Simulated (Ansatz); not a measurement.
# Yb3InC (Pm-3m) in Ansatz: reference runs, part 2 of 2

Ansatz 0.2.0. The steps go on from the part before.

**3. Single point, PBE, collinear spin, ferromagnetic start (atoms moved at random, drawn with an rms of 0.05 Å)**

Input file input.yaml:

```yaml
crystal:
  lattice:
    - [5.063247, 0.0, 0.0]
    - [0.0, 5.063247, 0.0]
    - [0.0, 0.0, 5.063247]
  atoms:
    - { symbol: Yb, position: [-0.00357, 0.500154, 0.487286], spin: 1.0 }
    - { symbol: Yb, position: [0.507351, 0.501124, 0.002942], spin: 1.0 }
    - { symbol: Yb, position: [0.494683, -0.00533, 0.501203], spin: 1.0 }
    - { symbol: In, position: [-0.006726, 0.010908, 0.001077] }
    - { symbol: C, position: [0.500759, 0.496702, 0.504146] }
hamiltonian:
  xc: pbe
  pseudopotentials: { kind: paw }
magnetization:
  spin_polarized: true
kpoints:
  mp_grid: { grid: [5, 5, 5] }
scf:
  occupations: { method: fermi_dirac, width: 0.05 }
output:
  forces: true
  stress: true
  eigenvalues: true
```

Potentials or basis: Ansatz PAW.

Run with:

```sh
> ansatz run input.yaml --threads 2 --pin off --max-ram 5120MiB --backend cpu --events-out ev --progress --plain --runs-dir out
```

The log of the run:

```text
Warning: where an SCF of this run starts from atoms to list the orders of its open shells, Yb (sites 0, 1, 2, from 0) starts with 0.44 μB on its 4f shell and 0.44 μB on its 5d shell, in the place of the 1.00 μB that the deck gives it: its open shells can hold no more by Hund's first rule. To start from spheres of the given moment, type scf.initial_density.shell_occupations: []
Warning: RAYON_NUM_THREADS=2 ignored (pool sized by the plan → 2); use --threads N
Engine: ansatz 0.2.0, aarch64-unknown-linux-gnu
Pseudopotentials: kind: paw
[... 88 lines left out ...]
       -3.650420      -0.031737       0.036040
       -0.031737      -3.661877       0.041055
        0.036040       0.041055      -3.669234
  P = ⅓ Tr σ = -3.6605 GPa (-36.605 kbar)
--- Band table (eV; the first three rows and the last of 126) ---
  k-point 0 ↑: bands = ["-40.4051", "-40.3785", "-40.3780", "-12.8528", "-12.8493", "-12.8479", "-12.7047", "-12.7028", "-12.7019", "-12.4844", "-12.4837", "-12.4813", "-2.9094", "-2.9091", "-2.9084", "-2.9037", "-2.9033", "1.5603", "5.1426", "9.9534", "9.9540", "9.9554", "10.4567", "10.4582", "10.4589", "10.4652", "10.4978", "10.4982", "10.4993", "10.5031", "10.5042", "10.5048", "10.5565", "10.5571", "10.5573", "10.5844", "10.5848", "10.6127", "10.6130", "10.6132", "10.9572", "10.9812", "10.9934", "11.0567", "11.0819", "12.0995", "12.1092", "12.1173", "12.9632", "12.9683", "12.9843", "13.7474", "15.5102", "15.5149", "15.5217", "17.0479"]
  k-point 1 ↑: bands = ["-40.4028", "-40.3804", "-40.3783", "-12.8357", "-12.8332", "-12.8273", "-12.7138", "-12.7078", "-12.7006", "-12.5166", "-12.4949", "-12.4920", "-2.9088", "-2.9079", "-2.9072", "-2.9017", "-2.9003", "1.7309", "5.3093", "9.3731", "9.9429", "9.9446", "10.0509", "10.4638", "10.4649", "10.4705", "10.4977", "10.4983", "10.5012", "10.5033", "10.5041", "10.5044", "10.5479", "10.5486", "10.5505", "10.5575", "10.5657", "10.5847", "10.5907", "10.6073", "10.6079", "10.9460", "10.9499", "11.2554", "11.3836", "11.5902", "11.6134", "12.2569", "12.4557", "13.7684", "13.7768", "14.9736", "15.1528", "15.7964", "15.7996", "16.7931"]
  k-point 2 ↑: bands = ["-40.3978", "-40.3855", "-40.3783", "-12.8012", "-12.7989", "-12.7793", "-12.7315", "-12.7230", "-12.7021", "-12.5815", "-12.5142", "-12.5109", "-2.9085", "-2.9057", "-2.9049", "-2.8992", "-2.8949", "2.0439", "5.6222", "8.5219", "9.2338", "9.9251", "9.9259", "10.4805", "10.4813", "10.4856", "10.4948", "10.4961", "10.5009", "10.5023", "10.5115", "10.5161", "10.5303", "10.5326", "10.5338", "10.5348", "10.5360", "10.5780", "10.5846", "10.5935", "10.5944", "10.7761", "10.9094", "10.9113", "11.1448", "11.1489", "12.2431", "12.5471", "13.3192", "14.4992", "14.5579", "14.8571", "14.9324", "15.0657", "16.1985", "16.2317"]
  k-point 62 ↓: bands = ["-40.3944", "-40.3859", "-40.3812", "-12.8493", "-12.8045", "-12.8035", "-12.7231", "-12.6996", "-12.6701", "-12.6470", "-12.4934", "-12.4637", "-2.9079", "-2.9077", "-2.9071", "-2.8957", "-2.8920", "2.3686", "5.9080", "8.4792", "8.7029", "9.2938", "9.9622", "10.2714", "10.3964", "10.4711", "10.4761", "10.4843", "10.5015", "10.5067", "10.5112", "10.5141", "10.5308", "10.5372", "10.5414", "10.5597", "10.5640", "10.5669", "10.5803", "10.5853", "10.5999", "10.6017", "10.6225", "10.7490", "10.8585", "10.9636", "12.9991", "13.0683", "13.7930", "13.9776", "14.2206", "14.7163", "15.3808", "15.6019", "15.7631", "16.2464"]
```

Run time: 2.2 min. Hardware: 2 threads of Arm Neoverse V2, shared host; peak memory 0.84 GiB.

Results:

* Free energy: -47234.7097 eV
* Pressure: -3.7 GPa
* Largest force: 0.246 eV/Å
* Band gap on the k mesh: none (metal or under the smearing width)
* Net moment: 0.00 μB per cell
* Absolute moment: 0.00 μB per cell

Forces in eV/Å, atoms in the order of the input:
```
Yb   0.097 -0.035  0.223
Yb  -0.141 -0.047 -0.159
Yb   0.009  0.163  0.059
In   0.056 -0.110 -0.033
C   -0.022  0.029 -0.091
```

Caveat: spin-orbit coupling is left out, which moves the levels of the heavy elements; without U or exact exchange the open f shell lies at the Fermi level, which spoils levels, moments and volumes; the starting moments weren't kept. The state reached can hang on the start; a lower one may exist.
